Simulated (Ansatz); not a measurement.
# AlF2H3O2S: the cost of one run

Method: RHF/6-31G*, in Ansatz 0.2.0.

### 1 The starting structure

Bond lengths: Al1–S2 2.638 Å, Al1–F3 1.648 Å, Al1–F4 1.648 Å, Al1–O6 2.188 Å, Al1–O7 1.870 Å, O6–O7 1.425 Å, S2–H8 1.328 Å, O7–H9 0.970 Å. Angles (14 of 15 angles, heavy atoms first): S2–Al1–F3 119.0°, S2–Al1–F4 101.0°, S2–Al1–O6 75.1°, S2–Al1–O7 89.8°, F3–Al1–F4 120.6°, F3–Al1–O6 135.8°, F3–Al1–O7 96.0°, F4–Al1–O6 93.8°, F4–Al1–O7 128.0°, O6–Al1–O7 40.2°, Al1–O6–O7 57.8°, Al1–O7–O6 82.1°, Al1–S2–H8 88.3°, Al1–O7–H9 171.3°.

Coordinates:

```xyz
9

Al   -0.7937   -0.5159   -0.2420
S     1.7328   -1.0732    0.2734
F    -1.4539   -1.0342   -1.6608
F    -1.4982   -0.8940    1.1987
H     1.0045    0.5185    0.6580
O     0.0563    1.3586    0.5011
O    -0.2871    1.1711   -0.8688
H     1.3467   -1.5458    1.4527
H    -0.1074    2.0150   -1.3123
```

### 2 Pulling towards end A

Springs on the bonds that form and break draw the guess towards this end; the thresholds are loose.

input.yaml reads:

```yaml
crystal:
  periodic: [false, false, false]
  atoms:
    - { symbol: Al, position_ang: [-0.7937, -0.5159, -0.242] }
    - { symbol: S, position_ang: [1.7328, -1.0732, 0.2734] }
    - { symbol: F, position_ang: [-1.4539, -1.0342, -1.6608] }
    - { symbol: F, position_ang: [-1.4982, -0.894, 1.1987] }
    - { symbol: H, position_ang: [1.0045, 0.5185, 0.658] }
    - { symbol: O, position_ang: [0.0563, 1.3586, 0.5011] }
    - { symbol: O, position_ang: [-0.2871, 1.1711, -0.8688] }
    - { symbol: H, position_ang: [1.3467, -1.5458, 1.4527] }
    - { symbol: H, position_ang: [-0.1074, 2.015, -1.3123] }
basis:
  gaussian: { orbitals: "6-31G*" }
hamiltonian:
  xc: hf
relax:
  f_tol: 0.15
  max_steps: 25
  restrain:
    - { distance: [0, 5], at: 3.17, k: 30.0 }
    - { distance: [4, 1], at: 2.66, k: 30.0 }
    - { distance: [0, 1], at: 2.26, k: 30.0 }
    - { distance: [4, 5], at: 0.97, k: 30.0 }
```

Command:

```bash
$ ansatz run input.yaml --threads 2 --pin off --max-ram 3072MiB --backend cpu --events-out ev --progress --plain --runs-dir out
```

Q: Estimate wall time and peak memory on 2 threads of Arm Neoverse V2, shared host.

About 16 s, with a peak of 0.21 GiB.
